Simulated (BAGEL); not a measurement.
# CH5AsO (SMILES CO[AsH2]) at RI-MP2/def2-SVP (density fitting with qzvpp-jkfit)

What is the energy change on altering one bond length of CH5AsO at RI-MP2/def2-SVP (density fitting with qzvpp-jkfit)? 

The calculation is run with BAGEL 1.2.2.

26 further runs of the same task are left out: 6 that didn't finish, 20 set aside as unsound or not needed.

### Step 1. The structure to begin with

CH5AsO: 8 atoms, total charge 0, spin state singlet. As SMILES, `CO[AsH2]`. Geometry: relaxed at PBE0-D4/def2-TZVP. This is one conformer, not always the lowest.

Bond lengths: C1–O2 1.407 Å, O2–As3 1.784 Å, C1–H4 1.098 Å, C1–H5 1.098 Å, C1–H6 1.093 Å, As3–H7 1.538 Å, As3–H8 1.538 Å. Angles: C1–O2–As3 118.1°, O2–C1–H4 111.6°, O2–C1–H5 111.6°, O2–C1–H6 107.7°, O2–As3–H7 97.5°, O2–As3–H8 97.5°, H4–C1–H5 108.3°, H4–C1–H6 108.8°, H5–C1–H6 108.8°, H7–As3–H8 90.2°.

### Step 2. A single-point energy at RI-MP2/def2-SVP (density fitting with qzvpp-jkfit)

Contents of input.json:

```json
{ "bagel" : [

{
  "title" : "molecule",
  "basis" : "svp",
  "df_basis" : "qzvpp-jkfit",
  "angstrom" : true,
  "geometry" : [
    { "atom" : "C", "xyz" : [      -0.419800,       0.876800,      -0.216100 ] },
    { "atom" : "O", "xyz" : [      -0.786400,      -0.147700,       0.675500 ] },
    { "atom" : "As", "xyz" : [       0.254700,      -1.593600,       0.766300 ] },
    { "atom" : "H", "xyz" : [      -0.394200,       0.518900,      -1.253300 ] },
    { "atom" : "H", "xyz" : [       0.566300,       1.291600,       0.029700 ] },
    { "atom" : "H", "xyz" : [      -1.166100,       1.670700,      -0.135400 ] },
    { "atom" : "H", "xyz" : [       1.607300,      -0.863900,       0.823700 ] },
    { "atom" : "H", "xyz" : [       0.430300,      -1.809900,      -0.746200 ] }
  ]
},

{
  "title" : "hf"
},

{
  "title" : "mp2",
  "ncore" : 11
}

]}
```

Command:

```bash
$ BAGEL_NUM_THREADS=1 BAGEL input.json > input.out
```

The program printed:

```text
* using 1 threads per process

  ===============================================================
  ===============================================================

  *** Geometry ***

  { "atom" : "C", "xyz" : [     -0.793307,      1.656912,     -0.408370 ] },
  { "atom" : "O", "xyz" : [     -1.486081,     -0.279113,      1.276510 ] },
  { "atom" : "As", "xyz" : [      0.481313,     -3.011468,      1.448097 ] },
  { "atom" : "H", "xyz" : [     -0.744930,      0.980579,     -2.368394 ] },
  { "atom" : "H", "xyz" : [      1.070152,      2.440770,      0.056125 ] },
  { "atom" : "H", "xyz" : [     -2.203610,      3.157165,     -0.255869 ] },
  { "atom" : "H", "xyz" : [      3.037357,     -1.632534,      1.556567 ] },
  { "atom" : "H", "xyz" : [      0.813149,     -3.420215,     -1.410114 ] },

  Number of auxiliary basis functions:      508

  Since a DF basis is specified, we compute 2- and 3-index integrals:
    o Being stored without compression. Storage requirement is 0.029 GB

  Number of basis functions:       85
  Number of electrons      :       52

    * METHOD: MOLECULE                             0.43

  *** RHF ***

  === Nuclear Repulsion ===
   196.3043919239

      * DIIS with orbital gradients will be used.

  === RHF iteration (svp) ===
      0      -2349.31696866          0.01440499           0.12
      1      -2349.39635628          0.01031544           0.12
      2      -2349.44658983          0.00137872           0.12
      3      -2349.44812793          0.00036651           0.12
      4      -2349.44821714          0.00008289           0.12
      5      -2349.44822713          0.00002462           0.12
      6      -2349.44822829          0.00000739           0.12
      7      -2349.44822840          0.00000268           0.12
      8      -2349.44822840          0.00000088           0.12
      9      -2349.44822841          0.00000021           0.12
     10      -2349.44822841          0.00000006           0.12
     11      -2349.44822841          0.00000002           0.12
     12      -2349.44822841          0.00000001           0.12
    * SCF iteration converged.

    * Permanent dipole moment:
           (   -0.528468,    -0.097232,     0.454538) a.u.

    * METHOD: HF                                   1.86

  *** RHF ***

  === Nuclear Repulsion ===
   196.3043919239

      * DIIS with orbital gradients will be used.

  === RHF iteration (svp) ===
      0      -2349.44822841          0.00000000           0.11
    * SCF iteration converged.

    * Permanent dipole moment:
           (   -0.528467,    -0.097232,     0.454538) a.u.

  === DF-MP2 calculation ===

    * freezing 11 orbitals
    * 3-index integral transformation done
    * assembly done

      MP2 correlation energy:   -0.5687138519      0.08

      MP2 total energy:       -2350.0169422573

    * METHOD: MP2                                  0.33

  ===============================================================
```

Run time: 2.8 s. Hardware: 1 thread of Arm Neoverse N1, shared host; peak memory 0.13 GiB.

### Step 3. The distorted shape at the same level

Contents of input.json:

```json
{ "bagel": [

{
  "title": "molecule",
  "basis": "svp",
  "df_basis": "qzvpp-jkfit",
  "angstrom": "true",
  "geometry": [
    { "atom": "C", "xyz": [   -0.446136,    0.909240,    0.010738 ] },
    { "atom": "O", "xyz": [   -0.812736,   -0.115260,    0.902338 ] },
    { "atom": "As", "xyz": [    0.228364,   -1.561160,    0.993138 ] },
    { "atom": "H", "xyz": [   -0.420536,    0.551340,   -1.026462 ] },
    { "atom": "H", "xyz": [    0.539964,    1.324040,    0.256538 ] },
    { "atom": "H", "xyz": [   -1.192436,    1.703140,    0.091438 ] },
    { "atom": "H", "xyz": [    1.580964,   -0.831460,    1.050538 ] },
    { "atom": "H", "xyz": [    0.430300,   -1.809900,   -0.746200 ] }
  ]
},
{ "title": "hf" },
{ "title": "mp2", "ncore": 11 }

]}
```

Command:

```bash
$ BAGEL_NUM_THREADS=1 BAGEL input.json > input.out
```

The program printed:

```text
* using 1 threads per process

  ===============================================================
  ===============================================================

  *** Geometry ***

  { "atom" : "C", "xyz" : [     -0.843075,      1.718215,      0.020292 ] },
  { "atom" : "O", "xyz" : [     -1.535848,     -0.217810,      1.705172 ] },
  { "atom" : "As", "xyz" : [      0.431545,     -2.950165,      1.876759 ] },
  { "atom" : "H", "xyz" : [     -0.794698,      1.041882,     -1.939732 ] },
  { "atom" : "H", "xyz" : [      1.020384,      2.502073,      0.484787 ] },
  { "atom" : "H", "xyz" : [     -2.253377,      3.218468,      0.172793 ] },
  { "atom" : "H", "xyz" : [      2.987589,     -1.571232,      1.985229 ] },
  { "atom" : "H", "xyz" : [      0.813149,     -3.420215,     -1.410114 ] },

  Number of auxiliary basis functions:      508

  Since a DF basis is specified, we compute 2- and 3-index integrals:
    o Being stored without compression. Storage requirement is 0.029 GB

  Number of basis functions:       85
  Number of electrons      :       52

    * METHOD: MOLECULE                             0.44

  *** RHF ***

  === Nuclear Repulsion ===
   194.6588390960

      * DIIS with orbital gradients will be used.

  === RHF iteration (svp) ===
      0      -2349.30131872          0.01437053           0.13
      1      -2349.37889740          0.01051036           0.12
      2      -2349.43131397          0.00136429           0.12
      3      -2349.43287198          0.00037183           0.12
      4      -2349.43296890          0.00008793           0.12
      5      -2349.43298109          0.00002678           0.12
      6      -2349.43298254          0.00000791           0.12
      7      -2349.43298264          0.00000288           0.12
      8      -2349.43298265          0.00000092           0.12
      9      -2349.43298265          0.00000022           0.12
     10      -2349.43298265          0.00000008           0.12
     11      -2349.43298265          0.00000003           0.12
     12      -2349.43298265          0.00000001           0.12
    * SCF iteration converged.

    * Permanent dipole moment:
           (   -0.515256,    -0.161056,     0.261696) a.u.

    * METHOD: HF                                   1.92

  *** RHF ***

  === Nuclear Repulsion ===
   194.6588390960

      * DIIS with orbital gradients will be used.

  === RHF iteration (svp) ===
      0      -2349.43298265          0.00000001           0.12
    * SCF iteration converged.

    * Permanent dipole moment:
           (   -0.515257,    -0.161056,     0.261696) a.u.

  === DF-MP2 calculation ===

    * freezing 11 orbitals
    * 3-index integral transformation done
    * assembly done

      MP2 correlation energy:   -0.5698642343      0.08

      MP2 total energy:       -2350.0028468864

    * METHOD: MP2                                  0.34

  ===============================================================
```

Wall time 2.8 s (1 thread of Arm Neoverse N1, shared host); peak memory 0.13 GiB.

### Step 4. Summary of results

At RI-MP2/def2-SVP (density fitting with qzvpp-jkfit), 11 core orbitals frozen:

| quantity | value |
| --- | --- |
| first shape: total energy | -2350.01694 Eh |
| first shape: correlation energy (11 core orbitals frozen) | -568.7 mEh |
| distorted shape: total energy | -2350.00285 Eh |
| distorted shape: correlation energy (11 core orbitals frozen) | -569.9 mEh |
| energy change with the As3–H8 bond stretched from 1.538 to 1.769 Å | 0.384 eV |

In words: With the As3–H8 bond stretched from 1.538 to 1.769 Å the energy rises by 0.38 eV (37.0 kJ/mol). The first shape isn't relaxed at this level, so the change isn't measured from a minimum.
